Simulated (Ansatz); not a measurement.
# Cu3O: the cost of one run

Program: Ansatz 0.2.0 through its Python package. Level of theory: DFT PBE, plane waves, PAW. These are calculated values, not measurements.

### Step 1. The system

Cu3O Pm-3m: Symmetry: Pm-3m, No. 221, cubic system. The conventional cell has a = 2.890 Å, b = 2.890 Å, c = 2.890 Å, α = 90.00°, β = 90.00°, γ = 90.00°. O (site symmetry m-3m) is surrounded by 12 Cu at 2.04 Å. Around Cu (site symmetry 4/mmm) lie 4 O at 2.04 Å and 8 Cu at 2.04 Å.

Cu3S Pm-3m: It takes space group Pm-3m (No. 221, cubic). Conventional cell: a = 3.460 Å, b = 3.460 Å, c = 3.460 Å, α = 90.00°, β = 90.00°, γ = 90.00°. S (site symmetry m-3m) is surrounded by 12 Cu at 2.45 Å. Cu (site symmetry 4/mmm) is surrounded by 4 S at 2.45 Å and 8 Cu at 2.45 Å.

Cu3Se Pm-3m: Symmetry: Pm-3m, No. 221, cubic system. The conventional cell has a = 3.680 Å, b = 3.680 Å, c = 3.680 Å, α = 90.00°, β = 90.00°, γ = 90.00°. Se (site symmetry m-3m) is surrounded by 12 Cu at 2.60 Å. Cu (site symmetry 4/mmm) has 8 Cu at 2.60 Å and 4 Se at 2.60 Å as nearest neighbours.

Cu3Te Pm-3m: The structure is cubic, space group Pm-3m (No. 221). Conventional cell: a = 3.950 Å, b = 3.950 Å, c = 3.950 Å, α = 90.00°, β = 90.00°, γ = 90.00°. Te (site symmetry m-3m) is surrounded by 12 Cu at 2.79 Å. Around Cu (site symmetry 4/mmm) lie 4 Te at 2.79 Å and 8 Cu at 2.79 Å.

The script holds or builds the structure itself.

### Step 2. Script

The input, series_cu3o.py:

```python
import warnings

import ansatz
import matplotlib.pyplot as plt
import numpy as np


def cu3au(first, second, a):
    return (
        ansatz.Lattice.cubic(a)
        .space_group(221)
        .atom(first, (0, 0, 0))
        .atom(second, (0, 0.5, 0.5))
    )

POLARISED = {"Cu3O"}


def solve(name, crystal):
    calc = crystal.calculation()
    calc = calc.functional("pbe")
    calc = calc.basis(510)
    calc = calc.kpoints(spacing=0.27)
    calc = calc.occupations("gaussian", width=0.05).stress()
    calc = calc.band_table()
    if name in POLARISED:
        calc = calc.spin("collinear")
    calc = calc.relax(force_tolerance=0.02, cell=True)
    return calc.run()


def volume_per_atom(outcome):
    return abs(np.linalg.det(outcome.lattice.cell_ang)) / len(outcome.lattice.sites)

warnings.simplefilter("ignore")

phases = {}
phases["Cu3O"] = cu3au("O", "Cu", 2.89).moments(Cu=0.6)
phases["Cu3S"] = cu3au("S", "Cu", 3.46)
phases["Cu3Se"] = cu3au("Se", "Cu", 3.68)
phases["Cu3Te"] = cu3au("Te", "Cu", 3.95)

done = {name: solve(name, crystal) for name, crystal in phases.items()}

rows = [(name, float(np.linalg.norm(o.lattice.cell_ang[0])), volume_per_atom(o), abs(o.report["magnetization_mub"])) for name, o in done.items()]
print("| compound | a (A) | V (A^3/atom) | M (muB/cell) |")
print("| --- | --- | --- | --- |")
for row in rows:
    print(f"| {row[0]} | {row[1]:.3f} | {row[2]:.3f} | {row[3]:.2f} |")
plt.figure(figsize=(4.5, 3))
plt.bar([row[0] for row in rows], [row[1] for row in rows])
plt.ylabel("a (A)")
plt.tight_layout()
plt.savefig("series.png", dpi=100)
```

### Step 3. Running it

On the command line:

```bash
$ python series_cu3o.py
```

What time and memory should one allow on 1 thread of Intel Xeon Platinum 8488C (Sapphire Rapids), shared host?

About 2.6 min, with a peak of 0.56 GiB.
